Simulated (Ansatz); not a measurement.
# revPBE/cc-pVDZ run of C2H7NSi (SMILES C=C[SiH2]N)

What is the energy change on altering one bond length of C2H7NSi at revPBE/cc-pVDZ? 

Program for the calculation: Ansatz 0.2.0.

62 further runs of the same task are left out: 62 set aside as unsound or not needed.

## Step 1: The molecule

The species is C2H7NSi (11 atoms), meant as a singlet with charge 0. As SMILES, `C=C[SiH2]N`. The coordinates come from a PBE0-D4/def2-TZVP relaxation. This is one conformer, not always the lowest.

Bond lengths: C1–C2 1.330 Å, C2–Si3 1.865 Å, Si3–N4 1.715 Å, C1–H5 1.087 Å, C1–H6 1.087 Å, C2–H7 1.091 Å, Si3–H8 1.488 Å, Si3–H9 1.488 Å, N4–H10 1.006 Å, N4–H11 1.006 Å. Some angles: C1–C2–Si3 123.1°, C2–Si3–N4 114.9°, C1–C2–H7 118.1°, Si3–C2–H7 118.8°, C2–C1–H5 122.6°, C2–C1–H6 121.2°, C2–Si3–H8 108.4°, C2–Si3–H9 108.4°, N4–Si3–H8 107.9°, N4–Si3–H9 108.0°.

## Step 2: A single-point energy at revPBE/cc-pVDZ

File in.yaml:

```yaml
crystal:
  periodic: [false, false, false]
  atoms:
    - {symbol: C, position_ang: [-0.676100, 1.337000, -0.945000]}
    - {symbol: C, position_ang: [0.089300, 1.208600, 0.135100]}
    - {symbol: Si, position_ang: [0.596500, -0.444500, 0.832600]}
    - {symbol: "N", position_ang: [0.002900, -1.803700, -0.028600]}
    - {symbol: H, position_ang: [-0.967100, 2.304600, -1.344700]}
    - {symbol: H, position_ang: [-1.046800, 0.465600, -1.479100]}
    - {symbol: H, position_ang: [0.433000, 2.116700, 0.631600]}
    - {symbol: H, position_ang: [0.099500, -0.536600, 2.232600]}
    - {symbol: H, position_ang: [2.083200, -0.516700, 0.836000]}
    - {symbol: H, position_ang: [0.404900, -2.086000, -0.906300]}
    - {symbol: H, position_ang: [-0.953800, -2.102100, 0.056300]}
basis:
  gaussian:
    orbitals: cc-pVDZ
hamiltonian:
  xc: {name: revPBE}
accuracy: high
output: {orbitals: {seedname: orbitals}}
```

On the command line:

```console
$ ansatz run in.yaml --threads 1 --pin off --max-ram 3480MiB --events-out events.jsonl --progress --plain --runs-dir runs
```

The log of the run:

```text
Warning: RAYON_NUM_THREADS=1 ignored (pool sized by the plan → 1); use --threads N
Functional definition: revPBE
  name "revPBE"
  parameter kappa = 1.245
  parameter beta = 0.06672455060314922
  exchange = pbe_x(kappa = kappa, mu = beta*pi^2/3)
  correlation = pbe_c(beta = beta)
2292 factors; integrals over basis functions are off by at most 3.8e-9 eV
mean field evaluation 1: about -11540.8206 eV, gradient 7.2e1 eV
mean field evaluation 2: about -11516.3918 eV, gradient 1.2e2 eV
mean field evaluation 4: about -11552.4502 eV, gradient 1.1e1 eV
mean field evaluation 8: about -11552.7619 eV, gradient 1.8e-1 eV
mean field evaluation 16: about -11552.7536 eV, gradient 2.2e-5 eV
mean field -11552.75359691 eV, -424.5558639488 hartree, gradient 1.1e-8 eV, S^2 0.000000; 0 other end points of the search recorded, 0 dependent functions left out
reference -11552.75360153 eV, -424.5558641186 hartree; 20, 20 occupied and 75, 75 virtual orbitals, 2292 factors
Total energy: -11552.75360153 eV, -424.5558641186 hartree
```

Run time: 7.2 s. Hardware: 1 thread of Arm Neoverse V2, shared host; peak memory 0.27 GiB.

## Step 3: The distorted shape, same level

File in.yaml:

```yaml
crystal:
  periodic: [false, false, false]
  atoms:
    - {symbol: C, position_ang: [-0.389062, 1.426529, -0.970473]}
    - {symbol: C, position_ang: [0.376338, 1.298129, 0.109627]}
    - {symbol: Si, position_ang: [0.883538, -0.354971, 0.807127]}
    - {symbol: "N", position_ang: [0.289938, -1.714171, -0.054073]}
    - {symbol: H, position_ang: [-0.680062, 2.394129, -1.370173]}
    - {symbol: H, position_ang: [-0.759762, 0.555129, -1.504573]}
    - {symbol: H, position_ang: [0.720038, 2.206229, 0.606127]}
    - {symbol: H, position_ang: [0.386538, -0.447071, 2.207127]}
    - {symbol: H, position_ang: [2.370238, -0.427171, 0.810527]}
    - {symbol: H, position_ang: [0.691938, -1.996471, -0.931773]}
    - {symbol: H, position_ang: [-0.953800, -2.102100, 0.056300]}
basis:
  gaussian: {orbitals: cc-pVDZ}
hamiltonian: {xc: {name: revPBE}}
output: {orbitals: {seedname: orbitals}}
accuracy: high
```

On the command line:

```console
$ ansatz run in.yaml --threads 1 --pin off --max-ram 3480MiB --events-out events.jsonl --progress --plain --runs-dir runs
```

The log of the run:

```text
Warning: RAYON_NUM_THREADS=1 ignored (pool sized by the plan → 1); use --threads N
Functional definition: revPBE
  name "revPBE"
  parameter kappa = 1.245
  parameter beta = 0.06672455060314922
  exchange = pbe_x(kappa = kappa, mu = beta*pi^2/3)
  correlation = pbe_c(beta = beta)
2298 factors; integrals over basis functions are off by at most 3.7e-9 eV
mean field evaluation 1: about -11539.6434 eV, gradient 7.1e1 eV
mean field evaluation 2: about -11510.0347 eV, gradient 1.2e2 eV
mean field evaluation 4: about -11551.4481 eV, gradient 1.1e1 eV
mean field evaluation 8: about -11551.7419 eV, gradient 2.4e-1 eV
mean field evaluation 16: about -11551.7333 eV, gradient 2.4e-5 eV
mean field -11551.73331765 eV, -424.5183693776 hartree, gradient 3.6e-8 eV, S^2 0.000000; 0 other end points of the search recorded, 0 dependent functions left out
reference -11551.73332239 eV, -424.5183695517 hartree; 20, 20 occupied and 75, 75 virtual orbitals, 2298 factors
Total energy: -11551.73332239 eV, -424.5183695517 hartree
```

Wall time 7.2 s (1 thread of Arm Neoverse V2, shared host); peak memory 0.27 GiB.

## Step 4: Outcome

At revPBE/cc-pVDZ:

```
                                                          quantity          value
                                         first shape: total energy  -424.55586 Eh
                                          first shape: HOMO energy       -5.57 eV
                                          first shape: LUMO energy       -0.86 eV
                                        first shape: HOMO–LUMO gap        4.71 eV
                                     distorted shape: total energy  -424.51837 Eh
                                      distorted shape: HOMO energy       -5.46 eV
                                      distorted shape: LUMO energy       -0.92 eV
                                    distorted shape: HOMO–LUMO gap        4.54 eV
energy change with the N4–H11 bond stretched from 1.006 to 1.307 Å       1.020 eV
```

**Reading.** With the N4–H11 bond stretched from 1.006 to 1.307 Å the energy rises by 1.02 eV (24 kcal/mol). The first shape isn't relaxed at this level, so the change isn't measured from a minimum.
